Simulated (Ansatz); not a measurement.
# C₂H₉InOSi: how energies converge with the basis set

Aim: see how fast density functionals converge with the basis set for C₂H₉InOSi.

Program: Ansatz 0.2.0, Gaussian basis. Level of theory: one geometry, several basis sets. These are calculated values, not measurements.

The runs, in order: PBE0-D4/def2-SVP; ωB97M-V/def2-SVP; PBE0-D4/def2-QZVPP; ωB97M-V/def2-QZVPP; the functionals' def2-TZVPP values are taken from earlier runs.

## 1. The geometry

An earlier PBE0-D4 in a triple-zeta def2 set relaxation fixed the geometry. In takes the def2 core potential; no spin-orbit term is included.

SMILES `C[C](O)([SiH3])[InH2]`, 14 atoms, charge 0, spin multiplicity 1.

Atoms are counted from 1 here; the program's logs count them from 0.

Bond lengths: C1–C2 1.515 Å, C1–H6 1.094 Å, C1–H7 1.094 Å, C1–H8 1.100 Å, C2–O3 1.450 Å, C2–Si4 1.876 Å, C2–In5 2.202 Å, O3–H9 0.965 Å, Si4–H10 1.497 Å, Si4–H11 1.486 Å, Si4–H12 1.491 Å, In5–H13 1.728 Å, In5–H14 1.723 Å. Angles: C2–C1–H6 111.8°, C2–C1–H7 111.2°, C2–C1–H8 111.3°, H6–C1–H7 107.9°, H6–C1–H8 107.5°, H7–C1–H8 106.9°, C1–C2–O3 110.9°, C1–C2–Si4 113.9°, C1–C2–In5 113.1°, O3–C2–Si4 110.3°, O3–C2–In5 94.4°, Si4–C2–In5 112.6°, C2–O3–H9 109.3°, C2–Si4–H10 110.8°, C2–Si4–H11 110.6°, C2–Si4–H12 109.8°, H10–Si4–H11 108.3°, H10–Si4–H12 108.4° and more.

## 2. PBE0-D4 in def2-SVP

in.yaml reads:

```yaml
crystal:
  periodic: [false, false, false]
  atoms:
    - {symbol: C, position_ang: [-1.260834, -0.191586, 0.885877]}
    - {symbol: C, position_ang: [0.028222, 0.162307, 0.173588]}
    - {symbol: O, position_ang: [0.759440, 1.179755, 0.903448]}
    - {symbol: Si, position_ang: [1.135838, -1.311884, -0.171446]}
    - {symbol: In, position_ang: [-0.284312, 1.421209, -1.605615]}
    - {symbol: H, position_ang: [-1.895288, 0.687130, 1.038272]}
    - {symbol: H, position_ang: [-1.837303, -0.928305, 0.318495]}
    - {symbol: H, position_ang: [-1.062691, -0.631783, 1.874571]}
    - {symbol: H, position_ang: [0.917183, 0.873879, 1.804790]}
    - {symbol: H, position_ang: [1.536025, -1.985745, 1.103510]}
    - {symbol: H, position_ang: [2.369568, -0.883111, -0.880506]}
    - {symbol: H, position_ang: [0.410544, -2.300864, -1.020157]}
    - {symbol: H, position_ang: [-1.673753, 2.446034, -1.528927]}
    - {symbol: H, position_ang: [0.857361, 1.462965, -2.895888]}
basis:
  gaussian: {orbitals: def2-SVP}
hamiltonian: {xc: pbe0, dispersion: d4}
output: {orbitals: {seedname: orbitals}}
```

Further steps of the session: ωB97M-V in def2-SVP; PBE0-D4 in def2-QZVPP; ωB97M-V in def2-QZVPP.

Q: Predict the results of all the runs planned. Wanted: PBE0-D4: double and triple zeta above quadruple; ωB97M-V: double and triple zeta above quadruple.

The runs gave:

```
                                       quantity          value
PBE0-D4: double and triple zeta above quadruple  8.43, 0.56 eV
ωB97M-V: double and triple zeta above quadruple  8.67, 0.53 eV
```

For PBE0-D4 the step from double to triple zeta gains 7.87 eV and the next only 0.56 eV. These are total energies; as a rule much of such shifts cancels in differences, which this series doesn't test.
